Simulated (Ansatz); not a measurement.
Predict the output of the script below (Ansatz 0.2.0 through its Python package).

`alh8nosi2.xyz`
```text
13

N    -0.93800    0.00170    1.64690
Si    0.18390    0.01320    0.28420
O     1.73310    0.33100    0.86950
Al    0.20870   -2.08780   -0.76530
Si   -0.35890    1.57180   -1.22850
H    -0.67470   -0.65780    2.32270
H    -0.85760    0.97720    2.10640
H     1.97100   -0.37240    1.53700
H    -0.84960   -3.21310   -0.17850
H     1.08480   -2.38950   -1.98940
H    -1.72150    1.30710   -1.70320
H     0.62220    1.55680   -2.30390
H    -0.38300    2.92720   -0.58300
```

`alh8nosi2_opt.py`:
```python
'''Relax the AlH8NOSi2 molecule.'''

import logging
import sys

import ansatz as az
import numpy as np

logging.basicConfig(stream=sys.stdout, format='%(levelname)s:%(name)s:%(message)s')
log = logging.getLogger('run')
log.setLevel(logging.INFO)

mol = az.Crystal.molecule_from_extxyz('alh8nosi2.xyz')

base = mol.calculation().basis(gaussian='6-31G*').functional('pbe0', dispersion='d3bj')
symbols = [site.symbol for site in mol.cartesian_sites]
start = np.array([site.position_ang for site in mol.cartesian_sites], dtype=float)
def progress(event):
    if event['event'] == 'relax_step':
        row = event['data']
        log.info(f'step {row["step"]:3d}  E = {row["lagrangian_ev"]:.6f} eV  max force {row["allowed_force_max_ev_ang"]:.4f} eV/A')


summary = base.relax(force_tolerance=0.005).session().plan().execute(on_event=progress).report
end = np.array(summary['positions_ang'])

log.info('reference energy %16.6f eV' % summary['reference_energy_ev'])
log.info('total energy     %16.6f eV' % summary['free_energy_ev'])
print('occupied (up, down):', summary['n_occupied'], ' virtual:', summary['n_virtual'], ' frozen:', summary['n_frozen'])

log.info('bond        before    after (A)')
for i, j in [(0, 1), (0, 5), (0, 6), (1, 2), (1, 3), (1, 4), (2, 7), (3, 8), (3, 9), (4, 10), (4, 11), (4, 12)]:
    d0, d1 = (np.linalg.norm(xyz[i] - xyz[j]) for xyz in (start, end))
    print(f'{symbols[i]}{i}-{symbols[j]}{j}'.ljust(10), f'{d0:8.4f} {d1:8.4f}')
for i, j, k in [(1, 0, 5), (1, 0, 6), (5, 0, 6), (0, 1, 2), (0, 1, 3), (0, 1, 4), (2, 1, 3), (2, 1, 4)]:
    u, v = end[i] - end[j], end[k] - end[j]
    log.info(f'angle {symbols[i]}{i}-{symbols[j]}{j}-{symbols[k]}{k}: {np.degrees(np.arccos(np.clip(u @ v / np.linalg.norm(u) / np.linalg.norm(v), -1, 1))):.2f} deg')
```

```console
$ python alh8nosi2_opt.py
INFO:run:step   1  E = -26004.948818 eV  max force 3.5811 eV/A
INFO:run:step   2  E = -26005.407698 eV  max force 0.7070 eV/A
INFO:run:step   3  E = -26005.459484 eV  max force 0.6189 eV/A
INFO:run:step   4  E = -26005.516255 eV  max force 0.4942 eV/A
INFO:run:step   5  E = -26005.532406 eV  max force 0.2289 eV/A
INFO:run:step   6  E = -26005.532878 eV  max force 0.2903 eV/A
INFO:run:step   7  E = -26005.519905 eV  max force 0.3822 eV/A
INFO:run:step   8  E = -26005.547821 eV  max force 0.1170 eV/A
INFO:run:step   9  E = -26005.554115 eV  max force 0.1781 eV/A
INFO:run:step  10  E = -26005.558925 eV  max force 0.1800 eV/A
INFO:run:step  11  E = -26005.562437 eV  max force 0.1803 eV/A
INFO:run:step  12  E = -26005.566448 eV  max force 0.1311 eV/A
INFO:run:step  13  E = -26005.570742 eV  max force 0.1476 eV/A
INFO:run:step  14  E = -26005.573665 eV  max force 0.1277 eV/A
INFO:run:step  15  E = -26005.575694 eV  max force 0.0878 eV/A
INFO:run:step  16  E = -26005.577151 eV  max force 0.0273 eV/A
INFO:run:step  17  E = -26005.577800 eV  max force 0.0394 eV/A
INFO:run:step  18  E = -26005.577920 eV  max force 0.0478 eV/A
INFO:run:step  19  E = -26005.578142 eV  max force 0.0266 eV/A
INFO:run:step  20  E = -26005.578143 eV  max force 0.0295 eV/A
INFO:run:step  21  E = -26005.578105 eV  max force 0.0269 eV/A
INFO:run:step  22  E = -26005.578187 eV  max force 0.0281 eV/A
INFO:run:step  23  E = -26005.578226 eV  max force 0.0028 eV/A
INFO:run:reference energy    -26005.292918 eV
INFO:run:total energy        -26005.578267 eV
occupied (up, down): [32, 32]  virtual: [71, 71]  frozen: 0
INFO:run:bond        before    after (A)
N0-Si1       1.7651   1.7411
N0-H5        0.9803   1.0120
N0-H6        1.0813   1.0132
Si1-O2       1.6863   1.6863
Si1-Al3      2.3487   2.4564
Si1-Si4      2.2388   2.3355
O2-H7        0.9985   0.9654
Al3-H8       1.6525   1.6048
Al3-H9       1.5353   1.5980
Si4-H10      1.4670   1.4931
Si4-H11      1.4558   1.4910
Si4-H12      1.5015   1.4952
INFO:run:angle Si1-N0-H5: 120.72 deg
INFO:run:angle Si1-N0-H6: 120.73 deg
INFO:run:angle H5-N0-H6: 110.53 deg
INFO:run:angle N0-Si1-O2: 116.55 deg
INFO:run:angle N0-Si1-Al3: 101.49 deg
INFO:run:angle N0-Si1-Si4: 105.26 deg
INFO:run:angle O2-Si1-Al3: 115.48 deg
INFO:run:angle O2-Si1-Si4: 103.57 deg
```

Caveats:
- Total energies depend on the basis set; only differences at equal settings carry meaning.
- The end point is the stationary point reached from this start; no frequency run checks that it is a minimum, and the basis set is modest.
- Total less reference energy is the dispersion correction.
- Wall time of the script: 2.6 min on 1 thread of Arm Neoverse V2, on a shared host, peak memory 0.32 GiB.

(Lines on the test bed's own set-up are left out of the output.)
